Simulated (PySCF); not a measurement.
**spiro(2.5)octane (C8H14): geometry, NMR shifts and electronic excitations**

Wanted: the NMR shifts and electronic excitations of spiro(2.5)octane (C8H14) (`C1CCC2(CC1)CC2`), by calculation.

Computed with PySCF 2.14.0, with density-fitted response routines of our own, on a single molecule in the gas phase. Atoms are numbered from 0 throughout.

**1. The molecule as given**

22 atoms, charge 0, multiplicity 1; geometry from: GFN2-xTB.

Bonds of the start (Å): C0–C1 1.53, C1–C2 1.53, C2–C3 1.51, C3–C4 1.51, C4–C5 1.53, C3–C6 1.50, C6–C7 1.50, C5–C0 1.53, C7–C3 1.50, C0–H8 1.09, C0–H9 1.09, C1–H10 1.09, C1–H11 1.09, C2–H12 1.09, C2–H13 1.09, C4–H14 1.09, C4–H15 1.09, C5–H16 1.09, C5–H17 1.09, C6–H18 1.08, C6–H19 1.08, C7–H20 1.08, C7–H21 1.08.

**2. Relaxing the molecule at PBE0-D3(BJ)/def2-SVP**

Job settings and geometry (Å):

```
{"job": {"xc": "PBE0", "basis": "def2-SVP", "d3": "d3bj", "grid": 1, "kind": "geom"}, "charge": 0, "multiplicity": 1}
C     -2.023048    -0.290001    -0.205025
C     -1.360909     1.056904    -0.479412
C     -0.169049     1.265906     0.454327
C      0.817706     0.127445     0.302074
C      0.177976    -1.222006     0.551808
C     -1.014276    -1.420615    -0.383109
C      1.881993     0.236439    -0.749459
C      2.246612     0.339176     0.704085
H     -2.868235    -0.434073    -0.881643
H     -2.406923    -0.304248     0.818108
H     -2.083904     1.864607    -0.346502
H     -1.012638     1.082145    -1.514633
H      0.317576     2.217580     0.231482
H     -0.520519     1.303224     1.489773
H     -0.163637    -1.272830     1.589984
H      0.909149    -2.018606     0.400718
H     -1.489826    -2.382917    -0.181866
H     -0.661192    -1.427799    -1.416799
H      1.925411     1.133915    -1.348801
H      2.174457    -0.654844    -1.284534
H      2.779095    -0.484704     1.155786
H      2.533770     1.304689     1.092789
```

**Question.** This job is followed by: GIAO PBE0/pcSseg-1 NMR shielding, non-relativistic, gas phase; TDDFT wB97X-D/def2-SVPD, vertical, gas phase, core orbitals frozen in the response; GIAO wB97X-D/pcSseg-1 NMR shielding, non-relativistic, gas phase. Predict these results of the whole session: point group; rotational constants (main isotopes); 13C shifts against TMS (PBE0/pcSseg-1, means over atoms taken as alike); 1H shifts against TMS (PBE0/pcSseg-1, means over atoms taken as alike); lowest singlet (wB97X-D/def2-SVPD); brightest single state of those computed; lowest triplet; vertical ionisation energy (ΔSCF); range of the shift of C2.

The runs gave:

| quantity | value |
| --- | --- |
| point group | Cs |
| rotational constants (main isotopes) | 3.52, 1.76, 1.42 GHz |
| 13C shifts against TMS (PBE0/pcSseg-1, means over atoms taken as alike) | 38.1, 28.6, 27.7, 18.2, 14.6 ppm |
| 1H shifts against TMS (PBE0/pcSseg-1, means over atoms taken as alike) | 1.44, 1.39, 1.11, 0.21 ppm |
| lowest singlet (wB97X-D/def2-SVPD) | 7.88 eV (157 nm), f = 0.023 |
| brightest single state of those computed | state 6, 8.71 eV, f = 0.093 |
| lowest triplet | 7.78 eV |
| vertical ionisation energy (ΔSCF) | 9.47 eV |
| range of the shift of C2 | 37.4 to 38.1 ppm |

**Reading.** Relaxing lowered the energy by 0.051 eV in 3 steps; the close pair that moved most is C7–H21, from 1.080 to 1.094 Å. The lowest singlet, at 7.88 eV, is HOMO→LUMO 0.81, HOMO→LUMO+2 0.09 and is weak; of the 10 states computed, the strongest absorption comes from state 6 at 8.71 eV. The lowest triplet lies 0.10 eV below the lowest singlet (triplets in Tamm-Dancoff, singlets in full TDDFT). At wB97X-D/def2-SVPD, the highest states lie near or above the ionisation energy, where they hang on the basis. ΔSCF puts the ionisation energy at 9.47 eV, 0.10 eV above −ε(HOMO). In ppm, C2 (with its like atoms) moves most: its shift spreads over 0.7 ppm, from 37.4 (wB97X-D/pcSseg-1) to 38.1 (PBE0/pcSseg-1).
